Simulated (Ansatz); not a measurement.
FGe2H7Si, SMILES F[SiH2][GeH2][GeH3], an atomisation energy

With Ansatz 0.2.0 through its Python package.

Notebook, run cell by cell (the value of a cell's last expression is shown):

In [1]:
```python
from collections import Counter

import ansatz as az
```

In [2]:
```python
def energy_of(molecule, charge=0, unpaired=0):
    calc = (
        molecule.calculation()
        .basis(gaussian="cc-pVDZ")
        .functional("r2scan0")
        .scf(lower_state_search="off")
    )
    if charge:
        calc = calc.charge(charge)
    if unpaired:
        calc = calc.spin("collinear", total=unpaired)
    report = calc.run(threads=1).report
    if report["published_state_doubts"]:
        print("  doubts:", report["published_state_doubts"])
    return report["free_energy_ev"]
```

In [3]:
```python
mol = (
    az.Crystal.molecule()
    .atom("F", [-2.2141, -1.5138, -0.0559])
    .atom("Si", [-1.749, -0.1572, 0.831])
    .atom("Ge", [-0.0637, 0.9552, -0.2958])
    .atom("Ge", [1.7982, -0.5219, -0.5724])
    .atom("H", [-1.2558, -0.5797, 2.1501])
    .atom("H", [-2.9017, 0.74, 0.9989])
    .atom("H", [0.3757, 2.1956, 0.523])
    .atom("H", [-0.5799, 1.4035, -1.6868])
    .atom("H", [1.3501, -1.7641, -1.3839])
    .atom("H", [2.3069, -0.9713, 0.8211])
    .atom("H", [2.9334, 0.2136, -1.3293])
)
```

In [4]:
```python
# Hund ground states
unpaired = {"F": 1, "Si": 2, "Ge": 2, "H": 1}
counts = Counter(site.symbol for site in mol.cartesian_sites)
atom_energy = {s: energy_of(az.Crystal.molecule().atom(s, (0, 0, 0)), 0, unpaired[s]) for s in counts}
whole = energy_of(mol, 0, 0)
for s, e in atom_energy.items():
    print(f"{s:2s} x{counts[s]}  {e:14.5f} eV")
print(f"FGe2H7Si: {whole:.5f} eV")
split = sum(counts[s] * e for s, e in atom_energy.items()) - whole
print(f"atomisation energy (no zero-point term): {split:.3f} eV, {split / sum(counts.values()):.3f} eV an atom")
```
```text
F  x1     -2712.47030 eV
Si x1     -7873.29488 eV
Ge x2    -56514.20609 eV
H  x7       -13.58463 eV
FGe2H7Si: -123740.80422 eV
atomisation energy (no zero-point term): 31.534 eV, 2.867 eV an atom
```

31.534 eV from the electronic energies, without the zero-point term.

The settings weren't tested for convergence. The geometry is a force-field or estimated start, not a minimum of this method, and the basis set is short of its limit. All parts are taken at fixed geometry, without zero-point energy. For Al to Cl the sets with a tight d function, cc-pV(X+d)Z, are usual. Timing: 9.1 s on 1 thread of Arm Neoverse V2, on a shared host, peak memory 0.34 GiB.
